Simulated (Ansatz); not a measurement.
# HIO2Si: the cost of one run

Program: Ansatz 0.2.0. Level of theory: RKS PBE-D4/def2-SVP. These are calculated values, not measurements.

## Step 1: The system as given

Bond lengths: O1–Si2 1.498 Å, Si2–O3 1.593 Å, Si2–I4 2.441 Å, O3–H5 0.956 Å. Angles: O1–Si2–O3 128.1°, O1–Si2–I4 123.5°, O3–Si2–I4 108.4°, Si2–O3–H5 125.9°.

Structure file:

```xyz
5

O    -0.6638   -1.7318    0.8814
Si   -0.2374   -0.4610    0.2128
O     1.1841    0.2544    0.2793
I    -1.7063    0.8712   -1.2099
H     1.4235    1.0672   -0.1636
```

## Step 2: Relaxing end A

input.yaml reads:

```yaml
crystal:
  periodic: [false, false, false]
  atoms:
    - { symbol: O, position_ang: [-0.66382, -1.73185, 0.88141] }
    - { symbol: Si, position_ang: [-0.23745, -0.46103, 0.21278] }
    - { symbol: O, position_ang: [1.18406, 0.25442, 0.27929] }
    - { symbol: I, position_ang: [-1.70627, 0.87124, -1.20992] }
    - { symbol: H, position_ang: [1.42348, 1.06723, -0.16357] }
basis:
  gaussian: { orbitals: def2-SVP }
hamiltonian:
  xc: pbe
  dispersion: d4
relax:
  f_tol: 0.02
  max_steps: 50
output:
  orbitals: {}
```

Launch:

```
> ansatz run input.yaml --threads 1 --pin off --max-ram 2048MiB --backend cpu --events-out ev --progress --plain --runs-dir out
```

What time and memory should one allow on 1 thread of Intel Xeon 6975P-C (Granite Rapids), shared host?

About 11 s, with a peak of 0.18 GiB.
